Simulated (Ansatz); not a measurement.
Crystal: Ba2Tl5V3O12.

```
CELL_PARAMETERS angstrom
6.48991 -6.67692 -0.04765
6.48991 6.67692 -0.04765
-1.96739 0.00000 5.75220
ATOMIC_POSITIONS crystal
Ba 0.47917 0.52083 0.00000
Ba 0.79264 0.20736 0.00000
V 0.65694 0.94605 0.25735
V 0.05395 0.34306 0.74265
V 0.57442 0.42558 0.50000
Tl 0.49835 0.85629 0.63726
Tl 0.14371 0.50165 0.36274
Tl 0.01508 0.98492 0.50000
Tl 0.30964 0.12677 0.21892
Tl 0.87323 0.69036 0.78108
O 0.00390 0.26325 0.44275
O 0.59719 0.60676 0.67706
O 0.91333 0.42820 0.84635
O 0.52536 0.79943 0.20594
O 0.68766 0.41628 0.31356
O 0.09251 0.20316 0.88601
O 0.58372 0.31234 0.68644
O 0.79684 0.90749 0.11399
O 0.57180 0.08667 0.15365
O 0.20057 0.47464 0.79406
O 0.73675 0.99610 0.55725
O 0.39324 0.40281 0.32294
```

The cell was built by a generator and needn't be a form met in nature.

Base run:

```yaml
Program: Ansatz 0.2.0
Functional: PBE
Potentials_or_basis: all-electron LAPW, scalar-relativistic
Cutoff: 482 eV
Density_cutoff: 1927 eV
Basis_error_allowed: 0.003 eV/atom
k_mesh: 2 × 2 × 4
Occupations: fermi-dirac, width 0.05 eV
Spin: collinear spin, ferromagnetic start
Starting_moments: "[0.0, 0.0, 2.0, 2.0, 2.0, 0.0, 0.0, 0.0, 0.0, 0.0, 0.0, 0.0, 0.0, 0.0, 0.0, 0.0, 0.0, 0.0, 0.0, 0.0, 0.0, 0.0] μB"
Hubbard_terms: V d U = 6 eV
```

Its results: band gap on the k mesh 2.94 eV, indirect (least direct gap 2.99 eV); pressure 0.5 GPa; net moment 0.00 μB per cell; largest force 0.250 eV/Å.

Q: The run is repeated on the same cell with these changes: k mesh from 2 × 2 × 4 to 3 × 3 × 5; hubbard terms from V d U = 6 eV to none. What comes out?

A: Band gap on the k mesh 2.90 eV, indirect (least direct gap 2.95 eV); pressure 0.0 GPa; net moment 0.00 μB per cell; largest force 0.006 eV/Å.

Several settings changed at once, so the effect can't be laid on one alone.

Caveats: spin-orbit coupling is left out, which as a rule narrows the gap of such compounds by several tenths of an eV; the magnetic state may not be the lowest (some runs); U is the effective U less J, on atomic orbitals that reach past the spheres (some runs); an odd mesh through Γ misses points on the zone boundary, where band edges often lie (some runs).

Not every run made on this cell is shown here.
